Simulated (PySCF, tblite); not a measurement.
**C5H13NSi: geometry, infrared bands and NMR shifts**

Aim: predict the infrared bands and NMR shifts of C5H13NSi (`C=CCCCN[SiH3]`).

The runs use tblite 0.8.0 and PySCF 2.14.0, with density-fitted response routines of our own; the level of theory stands in each step. All values are computed, except where a source is named. Atoms count from 0, in the outputs and in this text.

## (1) The starting structure

20 atoms, charge 0, multiplicity 1; geometry from: force field or distance geometry start.

Bonds of the start (Å): C0–C1 1.32, C1–C2 1.50, C2–C3 1.50, C3–C4 1.50, C4–N5 1.44, N5–Si6 1.79, C0–H7 1.09, C0–H8 1.09, C1–H9 1.11, C2–H10 1.11, C2–H11 1.10, C3–H12 1.10, C3–H13 1.14, C4–H14 1.14, C4–H15 1.09, N5–H16 1.04, Si6–H17 1.46, Si6–H18 1.49, Si6–H19 1.46.

## (2) Geometry optimisation with GFN2-xTB

The job: settings as JSON, then the geometry in Å.

```
{"job": {"kind": "relax", "xc": "GFN2-xTB", "basis": "xTB"}, "charge": 0, "multiplicity": 1}
C     -1.701300     1.595000    -0.419300
C     -1.696000     0.470400     0.269700
C     -1.663900    -0.877100    -0.383000
C     -0.449200    -1.678100    -0.030100
C      0.851300    -1.022000    -0.398300
N      0.909500     0.237900     0.286600
Si     2.399200     1.161500    -0.059300
H     -1.707000     1.606800    -1.509600
H     -1.718000     2.573500     0.069900
H     -1.691900     0.453100     1.378400
H     -2.539900    -1.433500     0.019900
H     -1.712600    -0.736500    -1.470500
H     -0.465700    -2.703600    -0.440500
H     -0.504100    -1.798700     1.098700
H      0.823000    -0.746500    -1.501200
H      1.726200    -1.665700    -0.276500
H      0.697100     0.175800     1.307800
H      2.054300     2.580400     0.053500
H      3.449100     0.922300     0.977500
H      2.934900     0.895500    -1.386400
```

On the command line:

```
> OMP_NUM_THREADS=1 python probes_run.py task.json out
```

This one command runs all jobs of the session in turn.

**Question.** This job is followed by: GFN2-xTB harmonic vibrations, gas phase; GIAO PBE0/pcSseg-1 NMR shielding, non-relativistic, gas phase. What will the session give for the following? strongest single infrared mode (GFN2-xTB); zero-point energy (GFN2-xTB); 13C shifts against TMS (PBE0/pcSseg-1); 1H shifts against TMS (PBE0/pcSseg-1, means over atoms taken as alike); 15N shifts against NH3 (PBE0/pcSseg-1); 29Si shifts against TMS (PBE0/pcSseg-1).

As calculated:

| quantity | value |
| --- | --- |
| strongest single infrared mode (GFN2-xTB) | 2146 cm⁻¹, 421 km/mol |
| zero-point energy (GFN2-xTB) | 103.7 kcal/mol |
| 13C shifts against TMS (PBE0/pcSseg-1) | 152.5, 116.0, 50.7, 41.0, 37.0 ppm |
| 1H shifts against TMS (PBE0/pcSseg-1, means over atoms taken as alike) | 6.15, 5.32, 4.97, 4.45, 3.00, 2.36, 1.43, -1.00 ppm |
| 15N shifts against NH3 (PBE0/pcSseg-1) | 26.4 ppm |
| 29Si shifts against TMS (PBE0/pcSseg-1) | -57.4 ppm |

In words: The optimisation took 163 steps and gained 0.521 eV; among the close pairs (by a distance rule), N5–Si6 changed most, from 1.787 to 1.712 Å. No mode is imaginary among the 54: a minimum at this level. The strongest single mode, at 2146 cm⁻¹, moves mainly H18. GFN2-xTB is a fitted tight-binding method: band positions and strengths are rough. Its intensities can rank the bands wrongly. C1 (alkene CH) lies farthest downfield among carbon, at 152.5 ppm; as expected for a trigonal carbon in a double bond. The most deshielded hydrogen is H9 (hydrogen on an alkene CH), at 6.15 ppm: olefinic region. At PBE0/pcSseg-1: The largest span, 244 ppm, is at C1, where the paramagnetic term is -222 ppm.
